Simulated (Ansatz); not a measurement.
# Ti+ (quartet): energies up the ladder

Aim: energies up the ladder, for Ti+ (quartet), with the cost of each level. Charge +1. Spin multiplicity 4.

Computed with Ansatz 0.2.0 (the levels named in each step, unless a step's input says otherwise).

## (1) The system as given

Structure file:

```xyz
1

Ti    0.0000    0.0000    0.0000
```

## (2) Single point, PBE0/def2-TZVPP

Input file input.yaml:

```yaml
crystal:
  periodic: [false, false, false]
  atoms:
    - { symbol: Ti, position_ang: [0.0, 0.0, 0.0] }
magnetization:
  spin_polarized: true
  initial_magnetization: 3
total_charge: 1
basis:
  gaussian: { orbitals: def2-TZVPP }
hamiltonian:
  xc: pbe0
```

Run with:

```bash
ansatz run input.yaml --threads 2 --pin off --max-ram 5120MiB --backend cpu --events-out ev --progress --plain --runs-dir out
```

After this run come: Single point, PBE/def2-TZVPP; Single point, r2SCAN/def2-TZVPP; Single point, B3LYP/def2-TZVPP; Single point, wB97M-V/def2-TZVPP; Single point, B2PLYP/def2-TZVPP; Single point, LDA/def2-TZVPP; Single point, PBE0/def2-SVP; Single point, PBE/def2-SVP.

Q: Predict the outcome of this session. Wanted: energy at PBE/def2-SVP.

As calculated:

| quantity | value |
| --- | --- |
| energy at PBE/def2-SVP | -23096.015 eV |

These totals serve in differences with atoms or fragments at the same level; alone they don't rank the methods.
